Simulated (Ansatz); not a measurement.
# CuO2: the cost of one run

Method: DFT PBE+U, scalar-relativistic, plane waves, PAW, in Ansatz 0.2.0.

3 further runs of the same task are left out: 3 that didn't finish.

### 1 The system as given

It takes space group Cmcm (No. 63, orthorhombic). Conventional cell: a = 2.825 Å, b = 10.421 Å, c = 4.343 Å, α = 90.00°, β = 90.00°, γ = 90.00°. Around Cu (site symmetry m2m) lie 6 O at 1.86 to 2.22 Å. Around O (site symmetry m2m) lie 2 Cu at 1.86 Å. O (site symmetry m2m) is surrounded by 4 Cu at 1.90 to 2.22 Å.

Coordinates:

```cif
data_structure
_symmetry_space_group_name_H-M 'Cmcm'
_symmetry_Int_Tables_number 63
_cell_length_a 2.8252
_cell_length_b 10.4215
_cell_length_c 4.3434
_cell_angle_alpha 90.000
_cell_angle_beta 90.000
_cell_angle_gamma 90.000
_cell_volume 127.88
loop_
_atom_site_label
_atom_site_type_symbol
_atom_site_symmetry_multiplicity
_atom_site_Wyckoff_symbol
_atom_site_fract_x
_atom_site_fract_y
_atom_site_fract_z
_atom_site_occupancy
Cu1 Cu 4 c 0.50000 0.66725 0.25000 1
O1 O 4 c 0.00000 0.55149 0.25000 1
O2 O 4 c 0.00000 0.78897 0.25000 1
```

### 2 Ferromagnetic

File input.yaml:

```yaml
crystal:
  lattice:
    - [1.412615, -5.210747, 0.0]
    - [1.412615, 5.210747, 0.0]
    - [0.0, 0.0, 4.343424]
  atoms:
    - { symbol: Cu, position: [0.832747, 0.167253, 0.25], spin: 1.0 }
    - { symbol: Cu, position: [0.167253, 0.832747, 0.75], spin: 1.0 }
    - { symbol: O, position: [0.448514, 0.551486, 0.25] }
    - { symbol: O, position: [0.551486, 0.448514, 0.75] }
    - { symbol: O, position: [0.21103, 0.78897, 0.25] }
    - { symbol: O, position: [0.78897, 0.21103, 0.75] }
basis:
  ecutwfc: 420
kpoints:
  mp_grid: { grid: [14, 14, 8] }
hamiltonian:
  xc: pbe
  hubbard: { sites: [{ species: Cu, l: d, u_eff: 4.0 }] }
scf:
  occupations: { method: gaussian, width: 0.1 }
output:
  forces: true
  stress: true
  eigenvalues: true
  populations: true
magnetization:
  spin_polarized: true
```

On the command line:

```console
$ ansatz run input.yaml --threads 1 --pin off --max-ram 2560MiB --backend cpu --events-out ev --progress --plain --runs-dir out
```

Q: Estimate wall time and peak memory on 1 thread of Arm Neoverse V1, shared host.

About 11 min, with a peak of 1.9 GiB.
